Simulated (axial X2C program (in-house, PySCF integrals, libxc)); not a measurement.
**A two-component session on SnGe⁺: EOM-IP-CCSD levels**

Aim: EOM-IP-CCSD levels of SnGe⁺, with spin–orbit coupling in the Hamiltonian from the start.

Computed with an in-house X2C program for linear molecules on PySCF integrals. Level: two-component X2C with atomic mean-field terms, Sn dyall-cv3z, Ge dyall-cv3z.

All values are calculated.

**1. The job**

task.json

```json
{"zs": [50, 32], "q": 1, "bas": ["dyall-cv3z", "dyall-cv3z"], "r0": 2.61, "eom": "ip", "rq": 0, "thr": -1.0, "nmax": 95, "grid": [1, 0.96, 1.045, 0.92, 1.09, 1.15]}
```

Keys: zs atomic numbers; q charge; bas basis sets; r0 starting distance in Å; eom kind of EOM run; thr threshold in hartree for freezing inner shells (an s shell follows its p shell); nmax most natural virtual spinors; grid distances as factors.

Launch:

```
$ python soeom.py task.json out
```

Further steps of the session: EOM-IP-CCSD at 2.572 Å.

Before running it: what results should come out? Wanted: next root led by one particle; T1 of the reference.

As calculated:

| quantity | value |
| --- | --- |
| lowest root at 2.572 Å | Ω = 1/2, 7.421 eV |
| next root led by one particle | Ω = 1/2, about 1290 cm⁻¹ higher |
| T1 of the reference | 0.018 |

What this shows: Removing an electron from the reference determinant of SnGe costs 7.42 eV and empties a spinor of 38% Ge pσ, 34% Sn pσ, 11% Ge pπ. The closed-shell reference lies 0.35 eV above the lowest determinant found, so these energies count from an excited configuration. Errors of 0.1 to 0.3 eV are usual at this size, and roots led by higher excitations are left out, so the list is incomplete, and low states of that kind can be missing. T1 or the largest double amplitude of the reference is raised, which lowers the reliability.
